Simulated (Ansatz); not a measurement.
# Ti2C: pressure up to the limit of the methods

Aim: compress Ti2C step by step, far beyond the usual range, and follow pressure and electronic structure. Methods of the runs shown: PAW. Its runs: shape and atoms relaxed at the given volume (PAW); volume scaled by 1 (PAW); shape and atoms relaxed at 0.8 of the volume (PAW); volume scaled by 0.8 (PAW); shape and atoms relaxed at 0.65 of the volume (PAW); volume scaled by 0.65 (PAW); shape and atoms relaxed at 0.45 of the volume (PAW); volume scaled by 0.45 (PAW).

Computed with Ansatz 0.2.0 (DFT, LDA, PAW with Ansatz's default frozen-core files, scalar-relativistic, unless a step's input says otherwise).

2 further runs of the same task are left out: 1 that didn't finish, 1 set aside as unsound or not needed.

**1. The system as given**

The structure is trigonal, space group R-3m (No. 166). Conventional cell: a = 3.081 Å, b = 3.081 Å, c = 14.441 Å, α = 90.00°, β = 90.00°, γ = 120.00°. Ti (site symmetry 3m) has 3 C at 2.11 Å as nearest neighbours. C (site symmetry -3m) has 6 Ti at 2.11 Å as nearest neighbours.

As a file:

```cif
data_structure
_symmetry_space_group_name_H-M 'R-3m:H'
_symmetry_Int_Tables_number 166
_cell_length_a 3.0814
_cell_length_b 3.0814
_cell_length_c 14.4413
_cell_angle_alpha 90.000
_cell_angle_beta 90.000
_cell_angle_gamma 120.000
_cell_volume 118.75
loop_
_atom_site_label
_atom_site_type_symbol
_atom_site_symmetry_multiplicity
_atom_site_Wyckoff_symbol
_atom_site_fract_x
_atom_site_fract_y
_atom_site_fract_z
_atom_site_occupancy
Ti1 Ti 6 c 0.33333 0.66667 0.91216 1
C1 C 3 b 0.66667 0.33333 0.83333 1
```

The file gives the conventional cell by its symmetry; the runs use the cell typed in the input.

Whether this phase is the stable one at these pressures isn't tested.

Atoms are numbered in the order of the input: Ti1, Ti2, C3.

**2. Shape and atoms relaxed at the given volume, PAW**

Input file input.yaml:

```yaml
crystal:
  lattice:
    - [1.540698181, 0.8895225095, 4.8137698526]
    - [-1.540698181, 0.8895225095, 4.8137698526]
    - [0.0, -1.779045019, 4.8137698526]
  atoms:
    - { symbol: Ti, position: [0.24549783, 0.24549783, 0.24549783] }
    - { symbol: Ti, position: [0.75450217, 0.75450217, 0.75450217] }
    - { symbol: C, position: [0.5, 0.5, 0.5] }
kpoints:
  mp_grid: { grid: [14, 14, 14] }
scf:
  occupations: { method: fermi_dirac, width: 0.05 }
hamiltonian:
  xc: lda
  pseudopotentials: { kind: paw }
output:
  forces: true
  stress: true
relax:
  f_tol: 0.01
  max_steps: 30
  cell: { stress_tol: 0.05, fix: [volume] }
```

The run is started by

```
> ansatz run input.yaml --threads 1 --pin off --max-ram 3072MiB --backend cpu --events-out ev --progress --plain --runs-dir out
```

Further steps of the session: Volume scaled by 1, PAW; Shape and atoms relaxed at 0.8 of the volume, PAW; Volume scaled by 0.8, PAW; Shape and atoms relaxed at 0.65 of the volume, PAW; Volume scaled by 0.65, PAW; Shape and atoms relaxed at 0.45 of the volume, PAW; Volume scaled by 0.45, PAW.

**Question.** What will these runs give? Wanted: PAW pressure at 0.45 of the volume; fitted bulk modulus at zero pressure.

As calculated:

| quantity | value |
| --- | --- |
| PAW pressure at 0.45 of the volume | 447.2 GPa |
| fitted bulk modulus at zero pressure (PAW) | 142 GPa |
| its pressure derivative | 3.85 |

What this shows: At 0.45 of the starting volume PAW gives 447 GPa. A third-order Birch-Murnaghan curve fits the range only roughly (B₀ = 142 GPa, B′ = 3.85, misfit at most 4.53 GPa). A fit over so wide a range leans to the high pressures, so B₀ can be off by several per cent. No all-electron run checks these rows here, and frozen cores can fail under such compression. The ions are at rest, and the electrons smeared by 0.05 eV.
